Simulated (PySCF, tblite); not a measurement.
# C4H7ClFSi radical: geometry, infrared bands and EPR parameters

Wanted: the infrared bands and EPR parameters of C4H7ClFSi radical (`F[C@@H]1[CH][C@H]1[SiH2]CCl`), by calculation.

Computed with tblite 0.8.0 and PySCF 2.14.0, with density-fitted response routines of our own, on a single molecule in the gas phase. Atoms are numbered from 0 throughout.

### 1 Starting geometry

14 atoms, charge 0, multiplicity 2; geometry from: force field or distance geometry start.

Bonds of the start (Å): F0–C1 1.36, C1–C2 1.52, C2–C3 1.50, C3–Si4 1.86, Si4–C5 1.84, C5–Cl6 1.79, C3–C1 1.53, C1–H7 1.11, C2–H8 1.11, C3–H9 1.11, Si4–H10 1.48, Si4–H11 1.47, C5–H12 1.11, C5–H13 1.10.

### 2 Optimising the geometry with GFN2-xTB

Job settings and geometry (Å):

```
{"job": {"kind": "relax", "xc": "GFN2-xTB", "basis": "xTB"}, "charge": 0, "multiplicity": 2}
F     -2.066100     2.320500     0.177200
C     -1.750100     1.016900    -0.067300
C     -2.060800    -0.057500     0.955900
C     -0.641600     0.387400     0.773300
Si     0.519000    -0.628600    -0.259900
C      2.181000    -0.877000     0.494000
Cl     2.989400     0.708300     0.662100
H     -1.818300     0.656300    -1.109600
H     -2.639200     0.224500     1.855200
H     -0.248700     1.026100     1.589100
H      0.667000     0.073400    -1.558700
H     -0.073400    -1.944800    -0.524500
H      2.787000    -1.504900    -0.191900
H      2.154100    -1.401200     1.462900
```

The run is started by

```sh
$ OMP_NUM_THREADS=1 python probes_run.py task.json out
```

This one command runs all jobs of the session in turn.

The log of the run:

```text
step      E/eV     max force
  0    -625.87948    2.461
  1    -626.07195    1.115
  2    -626.12253    0.447
  3    -626.14327    0.468
  4    -626.16749    0.470
  5    -626.18230    0.441
  6    -626.19113    0.246
  7    -626.19510    0.159
  8    -626.19898    0.187
  9    -626.20366    0.219
 10    -626.20777    0.172
 11    -626.21012    0.120
 12    -626.21152    0.130
 13    -626.21308    0.127
 14    -626.21537    0.161
 15    -626.21823    0.171
 16    -626.22134    0.145
 17    -626.22464    0.176
 18    -626.22807    0.169
 19    -626.23087    0.140
 20    -626.23278    0.111
 21    -626.23435    0.107
 22    -626.23605    0.109
 23    -626.23772    0.091
 24    -626.23881    0.084
 25    -626.23935    0.080
 26    -626.23980    0.073
 27    -626.24039    0.070
 28    -626.24109    0.087
 29    -626.24177    0.069
 30    -626.24238    0.063
 31    -626.24300    0.066
 32    -626.24364    0.058
 33    -626.24414    0.052
 34    -626.24440    0.037
 35    -626.24458    0.035
 36    -626.24478    0.040
 37    -626.24501    0.045
 38    -626.24519    0.034
 39    -626.24529    0.021
 40    -626.24537    0.021
 41    -626.24547    0.033
 42    -626.24562    0.038
 43    -626.24581    0.036
 44    -626.24597    0.029
 45    -626.24608    0.031
 46    -626.24618    0.032
 47    -626.24630    0.031
 48    -626.24644    0.037
 49    -626.24658    0.039
 50    -626.24669    0.025
 51    -626.24677    0.031
 52    -626.24686    0.029
 53    -626.24695    0.029
 54    -626.24705    0.031
 55    -626.24714    0.026
 56    -626.24722    0.029
 57    -626.24731    0.026
 58    -626.24741    0.032
 59    -626.24750    0.032
 60    -626.24756    0.022
 61    -626.24761    0.024
 62    -626.24767    0.024
 63    -626.24777    0.028
 64    -626.24789    0.033
 65    -626.24805    0.033
 66    -626.24824    0.053
 67    -626.24850    0.058
 68    -626.24877    0.041
 69    -626.24898    0.034
 70    -626.24916    0.036
 71    -626.24937    0.042
 72    -626.24974    0.063
 73    -626.25050    0.099
 74    -626.25179    0.135
 75    -626.25315    0.116
 76    -626.25430    0.142
 77    -626.25426    0.140
 78    -626.25597    0.073
 79    -626.25649    0.069
 80    -626.25747    0.087
 81    -626.25824    0.060
 82    -626.25867    0.183
 83    -626.25982    0.060
 84    -626.26020    0.050
 85    -626.26044    0.050
 86    -626.26075    0.043
 87    -626.26118    0.052
 88    -626.26141    0.056
 89    -626.26164    0.031
 90    -626.26177    0.027
 91    -626.26186    0.031
 92    -626.26197    0.032
 93    -626.26213    0.031
 94    -626.26228    0.031
 95    -626.26240    0.026
 96    -626.26248    0.023
 97    -626.26254    0.018
 98    -626.26258    0.017
 99    -626.26262    0.013
100    -626.26264    0.013
101    -626.26267    0.013
102    -626.26269    0.012
103    -626.26271    0.011
104    -626.26273    0.009
```

Run time: 0.75 s. Hardware: 1 thread of Arm Neoverse V1, shared host.

The steps of the relaxation: (not every step is listed)

| step | energy from step 0 (eV) | largest force (eV/Å) |
| --- | --- | --- |
| 0 | 0.0000 | 2.4613 |
| 1 | -0.1925 | 1.1148 |
| 2 | -0.2431 | 0.4473 |
| 3 | -0.2638 | 0.4680 |
| 4 | -0.2880 | 0.4703 |
| 5 | -0.3028 | 0.4407 |
| 6 | -0.3117 | 0.2460 |
| 7 | -0.3156 | 0.1594 |
| 8 | -0.3195 | 0.1869 |
| 17 | -0.3452 | 0.1760 |
| 26 | -0.3603 | 0.0726 |
| 35 | -0.3651 | 0.0349 |
| 44 | -0.3665 | 0.0295 |
| 53 | -0.3675 | 0.0289 |
| 62 | -0.3682 | 0.0241 |
| 71 | -0.3699 | 0.0417 |
| 80 | -0.3780 | 0.0868 |
| 89 | -0.3822 | 0.0309 |
| 98 | -0.3831 | 0.0173 |
| 99 | -0.3831 | 0.0132 |
| 100 | -0.3832 | 0.0133 |
| 101 | -0.3832 | 0.0125 |
| 102 | -0.3832 | 0.0123 |
| 103 | -0.3832 | 0.0108 |
| 104 | -0.3833 | 0.0087 |

Close pairs (by a distance rule), those that changed most:

| bond | before (Å) | after (Å) | change (Å) |
| --- | --- | --- | --- |
| Si4–C5 | 1.842 | 1.912 | +0.070 |
| C1–C2 | 1.516 | 1.449 | -0.066 |
| C3–Si4 | 1.857 | 1.896 | +0.039 |
| C2–H8 | 1.106 | 1.068 | -0.038 |
| C2–C3 | 1.498 | 1.462 | -0.037 |
| C5–H12 | 1.110 | 1.086 | -0.023 |
| C1–H7 | 1.105 | 1.084 | -0.021 |
| Si4–H10 | 1.484 | 1.463 | -0.021 |

The end geometry stands in the next job.

### 3 Harmonic vibrations with GFN2-xTB

Job settings and geometry (Å):

```
{"job": {"kind": "ir", "xc": "GFN2-xTB", "basis": "xTB"}, "charge": 0, "multiplicity": 2}
F     -2.501191     2.089781     0.096539
C     -1.952176     0.832444     0.006590
C     -1.696472     0.071089     1.213162
C     -0.537512     0.620569     0.512209
Si     0.591989    -0.486756    -0.532549
C      2.033312    -1.019312     0.605743
Cl     2.946653     0.441746     1.075613
H     -2.268522     0.376945    -0.924286
H     -2.037963     0.204768     2.216444
H     -0.026890     1.460479     0.978368
H      1.132636     0.270019    -1.661749
H     -0.127780    -1.689204    -0.961356
H      2.736547    -1.679145     0.105209
H      1.706691    -1.493894     1.527922
```

The log of the run:

```text
mode    cm-1     km/mol
  1      26.2      0.54
  2      46.7      1.66
  3      96.0      0.27
  4     151.8      1.99
  5     180.7      1.53
  6     240.1      4.30
  7     344.5     10.89
  8     406.0     22.04
  9     475.5     64.23
 10     556.7      6.87
 11     619.2     33.71
 12     648.5     49.98
 13     696.6     67.15
 14     730.8     91.15
 15     753.7    175.48
 16     756.0     97.49
 17     780.8    189.14
 18     867.6     17.47
 19     915.7     17.87
 20     956.3      9.28
 21     995.9     26.39
 22    1041.3     51.27
 23    1083.2     24.36
 24    1088.0     39.64
 25    1141.7     57.53
 26    1183.8      0.55
 27    1250.1      6.59
 28    1405.6    109.67
 29    1428.4      5.02
 30    2254.0    334.54
 31    2278.8    190.45
 32    2958.8     16.42
 33    2999.0      3.19
 34    3007.6      5.74
 35    3019.7     28.86
 36    3168.8     16.50
```

It took 0.51 s on 1 thread of Arm Neoverse V1, shared host.

The strongest bands and the atoms that carry them (share of the mass-weighted mode):

| cm⁻¹ | km/mol | atoms |
| --- | --- | --- |
| 697 | 67.2 | C5 31 %, H11 20 %, H13 16 %, H10 11 % |
| 731 | 91.2 | C3 27 %, C5 12 % |
| 754 | 175.5 | H11 45 %, H10 36 % |
| 756 | 97.5 | C5 47 %, H13 15 % |
| 781 | 189.1 | Si4 24 %, C5 17 %, H12 11 %, H10 11 % |
| 1406 | 109.7 | C1 35 %, C2 31 %, C3 27 % |
| 2254 | 334.5 | H11 96 % |
| 2279 | 190.4 | H10 96 % |

### 4 EPR parameters: B3LYP/pcH-1

Same as in step 3 but for these lines:

```diff
@@ -1,2 +1,2 @@
-{"job": {"kind": "ir", "xc": "GFN2-xTB", "basis": "xTB"}, "charge": 0, "multiplicity": 2}
+{"job": {"kind": "epr", "basis": "pcH-1"}, "charge": 0, "multiplicity": 2}
 F     -2.501191     2.089781     0.096539
```

Level: UKS B3LYP, pcH-1 on C Cl F H Si, non-relativistic, mean-field spin-orbit, GIAO.

The log of the run:

```text
UKS, coarse grid
  cycle   1  E = -1006.03649793  |g| = 4.04e-01
  cycle   2  E = -1006.00610301  |g| = 5.32e-01
  cycle   3  E = -1006.09291140  |g| = 7.12e-02
  cycle   4  E = -1006.09419581  |g| = 3.47e-02
  cycle   5  E = -1006.09472600  |g| = 7.51e-03
  cycle   6  E = -1006.09476254  |g| = 3.32e-03
  cycle   7  E = -1006.09477043  |g| = 1.23e-03
  cycle   8  E = -1006.09477173  |g| = 5.33e-04
UKS, final grid
  cycle   1  E = -1006.09476220  |g| = 6.49e-04
  cycle   2  E = -1006.09476203  |g| = 8.87e-04
  cycle   3  E = -1006.09476242  |g| = 6.87e-05
  cycle   4  E = -1006.09476242  |g| = 3.16e-05
  cycle   5  E = -1006.09476242  |g| = 1.17e-05
E = -1006.09476242 Eh   <S^2> = 0.7533 (exact 0.7500)
g shifts (ppm)      1          2          3
  rmc          -161       -161       -161
  gc             16         43        -12
  oz_so         -83        347       1280
  total        -227        229       1107
hyperfine (MHz)  atom isotope    a_iso     a_fc   dipolar eigenvalues
    0   19F      58.92      58.51    -69.77    -51.09    120.86
    1   13C      -9.89      -9.90     -5.73      0.77      4.96
    2   13C     250.38     250.46    -71.91    -69.07    140.98
    3   13C     -14.25     -14.25     -9.31     -3.10     12.41
    4  29Si     -87.51     -87.61    -16.30      7.87      8.43
    5   13C       4.01       4.01     -1.07     -0.85      1.92
    6  35Cl       0.02       0.02     -0.28     -0.06      0.34
    7    1H      41.23      41.23     -6.29     -2.89      9.17
    8    1H     -22.28     -22.29    -32.28     -3.75     36.03
    9    1H      90.24      90.24     -6.46     -2.63      9.08
   10    1H       4.19       4.19     -1.68     -1.23      2.91
   11    1H      -2.12      -2.12     -3.04     -1.98      5.02
   12    1H       5.21       5.21     -1.07     -0.60      1.67
   13    1H      -0.46      -0.46     -1.81     -0.97      2.79
```

Run time: 85 s. Hardware: 1 thread of Arm Neoverse V1, shared host; peak memory 1 GiB.

Principal g values 2.00209, 2.00255, 2.00343; g(iso) = 2.00269, against 2.00232 for a free electron.

Hyperfine couplings, nucleus by nucleus at this fixed geometry (no averaging over rotations):

| nuclei | isotope | a(iso) (MHz) | a(iso) (G, at g = 2.0023) | largest dipolar term (MHz) |
| --- | --- | --- | --- | --- |
| C2 | 13C | 250.4 | 89.3 | 141.0 |
| H9 | 1H | 90.2 | 32.2 | 9.1 |
| Si4 | 29Si | -87.5 | -31.2 | -16.3 |
| F0 | 19F | 58.9 | 21.0 | 120.9 |
| H7 | 1H | 41.2 | 14.7 | 9.2 |
| H8 | 1H | -22.3 | -7.9 | 36.0 |
| C3 | 13C | -14.3 | -5.1 | 12.4 |
| C1 | 13C | -9.9 | -3.5 | -5.7 |
| H12 | 1H | 5.2 | 1.9 | 1.7 |
| H10 | 1H | 4.2 | 1.5 | 2.9 |
| C5 | 13C | 4.0 | 1.4 | 1.9 |
| H11 | 1H | -2.1 | -0.8 | 5.0 |
| H13 | 1H | -0.5 | -0.2 | 2.8 |
| Cl6 | 35Cl | 0.0 | 0.0 | 0.3 |

Mulliken spin populations:

F0 0.02; C1 -0.01; C2 0.91; C3 0.00; Si4 0.04; C5 0.01; Cl6 0.00; H7 0.02; H8 -0.02; H9 0.04; H10 0.00; H11 0.00; H12 0.00; H13 0.00

In first order the couplings over 0.8 MHz of 1H, 19F give 128 distinct lines over 80.0 G.

Orbitals, density, ELF and potential are computed afterwards from the orbital file.

ELF in a plane through or near 5 of the atoms.

Values, 10 rows by 14 columns:
```
0.00 0.00 0.00 0.00 0.00 0.00 0.00 0.00 0.00 0.00 0.00 0.00 0.00 0.00
0.00 0.00 0.00 0.00 0.00 0.00 0.00 0.00 0.00 0.00 0.00 0.00 0.00 0.00
0.00 0.00 0.00 0.00 0.00 0.00 0.00 0.00 0.03 0.39 0.10 0.00 0.00 0.00
0.00 0.00 0.01 0.03 0.07 0.05 0.00 0.08 0.26 0.89 0.37 0.01 0.00 0.00
0.00 0.00 0.02 0.24 0.75 0.55 0.03 0.53 0.81 0.54 0.07 0.01 0.00 0.00
0.00 0.01 0.82 0.99 0.17 0.95 0.28 0.87 0.51 0.49 0.41 0.13 0.02 0.00
0.00 0.00 0.89 0.96 0.47 0.33 0.71 0.46 0.16 0.93 0.64 0.03 0.00 0.00
0.00 0.00 0.02 0.03 0.03 0.23 0.37 0.24 0.04 0.99 0.96 0.04 0.00 0.00
0.00 0.00 0.00 0.00 0.01 0.06 0.10 0.05 0.00 0.15 0.11 0.00 0.00 0.00
0.00 0.00 0.00 0.00 0.00 0.00 0.00 0.00 0.00 0.00 0.00 0.00 0.00 0.00
```
The map spans 11.6 Å across and 8.8 Å up, centred on the molecule. Atoms in the plane (x, y in Å): C1 (2.1, -0.3), Si4 (-0.7, -0.9), C5 (-2.3, 0.3), H7 (2.2, -1.3), H12 (-3.2, -0.3).

On the surface of density 0.002 e/bohr³ the electrostatic potential runs, from the 1st to the 99th percentile, from -0.95 V near F0 to 1.38 V near H10.

The spin density lies nearest to C2 67 %; C1, C3 about 6 % each.

### 5 Outcome

| quantity | value |
| --- | --- |
| strongest single infrared mode (GFN2-xTB) | 2254 cm⁻¹, 335 km/mol |
| zero-point energy (GFN2-xTB) | 58.0 kcal/mol |
| g(iso) (B3LYP) | 2.00269 |
| ⟨S²⟩ | 0.753 (exact 0.75) |
| largest a(iso) | 13C on C2, 250.4 MHz |
| surface potential, 1st and 99th percentile | -0.95 V and 1.38 V |

In words: Relaxing lowered the energy by 0.383 eV in 104 steps; the close pair that moved most is Si4–C5, from 1.842 to 1.912 Å. No mode is imaginary among the 36: a minimum at this level. The strongest single mode, at 2254 cm⁻¹, moves mainly H11. GFN2-xTB is a fitted tight-binding method: band positions and strengths are rough. Its intensities can rank the bands wrongly. Most of the unpaired spin sits on C2 (0.91 e). The isotropic g lies 0.4 ppt above the free-electron value.
